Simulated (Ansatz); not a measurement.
# HfTi3O8: the cell at several levels of theory

How does the equilibrium cell of HfTi3O8, rutile host depend on the functional? It is relaxed with PBE, r2SCAN and PBEsol. This is a trial cell built on a prototype, not taken from a measured structure, and it needn't be the compound's ground state.

The runs shown are made with Ansatz 0.2.0. PAW datasets, plane waves, zero pressure. All values are calculated for a non-magnetic cell, which may be hypothetical.

### 1 The system as given

This is the cell as the run starts from it, not yet at rest; its lengths are not the crystal's.

It is orthorhombic, Cmmm (No. 65); a = 7.193 Å, b = 7.193 Å, c = 6.848 Å in the conventional setting, 14.76 Å³ an atom. Near Hf stand 6 O at 2.20–2.21 Å; near Ti stand 6 O at 2.20–2.21 Å; near O stand 1 Hf at 2.20 Å and 2 Ti at 2.21 Å; near O stand 2 Ti at 2.20–2.21 Å and 1 Hf at 2.21 Å.

Structure file:

```cif
data_structure
_symmetry_space_group_name_H-M 'P 1'
_symmetry_Int_Tables_number 1
_cell_length_a 5.0864
_cell_length_b 5.0864
_cell_length_c 6.8480
_cell_angle_alpha 90.000
_cell_angle_beta 90.000
_cell_angle_gamma 90.000
_cell_volume 177.17
loop_
_atom_site_label
_atom_site_type_symbol
_atom_site_fract_x
_atom_site_fract_y
_atom_site_fract_z
_atom_site_occupancy
Hf1 Hf 0.50000 0.50000 0.00000 1
Ti1 Ti 0.00000 0.00000 0.75000 1
O1 O 0.19403 0.19403 0.00000 1
O2 O 0.80597 0.80597 0.00000 1
O3 O 0.69403 0.30597 0.75000 1
O4 O 0.30597 0.69403 0.75000 1
Ti2 Ti 0.50000 0.50000 0.50000 1
Ti3 Ti 0.00000 0.00000 0.25000 1
O5 O 0.19403 0.19403 0.50000 1
O6 O 0.80597 0.80597 0.50000 1
O7 O 0.69403 0.30597 0.25000 1
O8 O 0.30597 0.69403 0.25000 1
```

### 2 PBE: cell and atoms

File input.yaml:

```yaml
crystal:
  lattice:
    - [3.59665852, -3.59665852, 0.0]
    - [3.59665852, 3.59665852, 0.0]
    - [0.0, 0.0, 6.84801201]
  atoms:
    - { symbol: Hf, position: [0.5, 0.5, 0.0] }
    - { symbol: Ti, position: [0.0, 0.0, 0.75] }
    - { symbol: O, position: [0.1940277, 0.1940277, 0.0] }
    - { symbol: O, position: [0.8059723, 0.8059723, 0.0] }
    - { symbol: O, position: [0.6940277, 0.3059723, 0.75] }
    - { symbol: O, position: [0.3059723, 0.6940277, 0.75] }
    - { symbol: Ti, position: [0.5, 0.5, 0.5] }
    - { symbol: Ti, position: [0.0, 0.0, 0.25] }
    - { symbol: O, position: [0.1940277, 0.1940277, 0.5] }
    - { symbol: O, position: [0.8059723, 0.8059723, 0.5] }
    - { symbol: O, position: [0.6940277, 0.3059723, 0.25] }
    - { symbol: O, position: [0.3059723, 0.6940277, 0.25] }
kpoints:
  mp_grid: { grid: [4, 4, 4] }
hamiltonian:
  xc: pbe
scf:
  occupations: { method: fermi_dirac, width: 0.02 }
relax:
  f_tol: 0.005
  cell: {}
```

Further steps of the session: r2SCAN: cell and atoms; Relaxation with PBEsol.

What does the calculation give? Wanted: for each run, a; b; c; volume; space group; SCF geometries.

As calculated:

| level | a (Å) | b (Å) | c (Å) | volume (Å³/atom) | space group | SCF geometries |
| --- | --- | --- | --- | --- | --- | --- |
| PBE | 6.625 | 6.671 | 6.079 | 11.195 | Cmmm | 12 |
| r2SCAN | 6.560 | 6.607 | 6.053 | 10.931 | Cmmm | 7 |
| PBEsol | 6.553 | 6.596 | 6.026 | 10.854 | Cmmm | 9 |

What this shows: The first relaxation changed the volume by -24.2 % from the start. PBEsol gives the smallest cell and PBE the largest; they differ by 3.1 % in volume, a mean of 1.0 % in length. The meshes differ: PBE 4×4×4, r2SCAN 6×6×4, PBEsol 6×6×4.
